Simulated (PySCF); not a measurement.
Molecule: AlSeH3, in a box.

```
Al Se H
1.0
    12.00000    0.00000    0.00000
     0.00000   12.00000    0.00000
     0.00000    0.00000   12.00000
Al Se H
1 1 3
Direct
  0.46112 0.44990 0.51080
  0.56991 0.60634 0.54048
  0.39432 0.40473 0.61483
  0.45787 0.39570 0.39084
  0.60785 0.60780 0.42411
```

Base run:

* Program: PySCF 2.14.0
* Functional: TPSS
* Potentials or basis: def2-svp (all-electron)
* k mesh: 1 × 1 × 1
* Occupations: fixed
* Spin: no spin polarisation

Its results: gap between the frontier levels 4.35 eV.

Problem. The run is repeated on the same cell with these changes: functional from TPSS to PBE. What comes out?

Solution. Gap between the frontier levels 4.10 eV.

TPSS gives the wider gap, since meta-GGAs in the generalised Kohn-Sham scheme recover part of the derivative discontinuity.

Caveats: this is a molecule in a periodic box at the Γ point, so its band gap is the HOMO-LUMO gap; relativity is left out, which matters for the heavier elements; the basis of atomic orbitals isn't converged, which shifts pressures, moduli and gaps.

